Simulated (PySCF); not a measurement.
**The bond of CsSe+, level by level**

One job finds the state of CsSe+, follows it along the bond with each method and fits the curves.

Program: PySCF 2.14.0. Level of theory: Cs def2-SVP with ECP46, Se def2-SVP, scalar-relativistic core potentials. These are calculated values, not measurements.

### Step 1. Input

A driver script around PySCF takes these settings:

| Property | Result |
| --- | --- |
| atoms | Cs, Se |
| charge | 1 |
| basis | Cs def2-SVP with ECP46, Se def2-SVP |
| Hamiltonian | scalar-relativistic core potentials |
| basis functions | 56 |
| electrons treated | 42 |
| masses in u | 132.9054, 79.9165 |
| levels | PBE0, PBE, r²SCAN, MN15, B97-3, r²SCAN0, CAM-B3LYP, HF, MP2, SCS-MP2, CCSD, CCSD(T) |
| grid | 80 radial by 434 angular points |
| occupations | held fixed by the projection of orbital angular momentum |
| dissociation limit | Cs+ + Se, each in its ground configuration |
| starting distance in angstrom | 3.420 |
| values of 2S to try | 0, 2 |

Started as:

```bash
> OMP_NUM_THREADS=1 python dia.py task.json out
```

The runs that follow: First curve: PBE0; Other states along the same grid; PBE (GGA); r²SCAN (meta-GGA); MN15 (hybrid meta-GGA); B97-3; r²SCAN0 (hybrid meta-GGA); CAM-B3LYP; UHF; Correlated methods on the Hartree–Fock reference.

Q: Predict the outcome of this session. Wanted: for each run, Re; ωe; De; μ.

**Answer**, as computed:

Lowest PBE0 solution found, without spin–orbit coupling: ³Σ⁻ (triplet), unpaired electrons π ↑↑. State 2 has its PBE0 minimum 0.26 eV higher. State 3 has its PBE0 minimum 0.41 eV higher, as a spin-mixed determinant (⟨S²⟩ = 1.01), so this is no gap between pure states. State 4 has its PBE0 minimum 0.66 eV higher, as a spin-mixed determinant (⟨S²⟩ = 1.01), so this is no gap between pure states. The other levels ran on the lowest alone.

```
      level  Re (Å)  ωe (cm⁻¹)  De (eV)  μ (D)
        UHF   4.037       50.4    0.244  -6.09
    UHF-MP2   3.913       58.0    0.302    n/a
UHF-SCS-MP2   3.934       56.7    0.292    n/a
   UHF-CCSD   3.917       58.2    0.302    n/a
UHF-CCSD(T)   3.910       58.8    0.308    n/a
        PBE   3.866       58.3    0.337  -5.34
     r²SCAN   3.899       56.8    0.285  -5.64
       PBE0   3.861       58.3    0.309  -5.49
    r²SCAN0   3.878       58.1    0.286  -5.64
      B97-3   3.934       55.4    0.266  -5.70
       MN15   3.839       62.1    0.350  -5.47
  CAM-B3LYP   3.873       58.4    0.309  -5.53
```

De is counted to Cs+ + Se in their ground configurations. A positive dipole points from Cs to Se; in an ion it is taken about the centre of mass and does not tell which atom is negative.

Bond lengths run from 3.839 Å (MN15) to 4.037 Å (UHF). CCSD(T) can't serve as the judge here: for a weak bond in this basis it is far from its limit. Among the levels with a De in the table, it runs from 0.244 eV (UHF) to 0.350 eV (MN15).

Correlated steps freeze 9 core orbitals. Spin–orbit coupling is left out, which matters for elements this heavy, above all for dissociation energies. With spin–orbit coupling the term label itself may not hold.
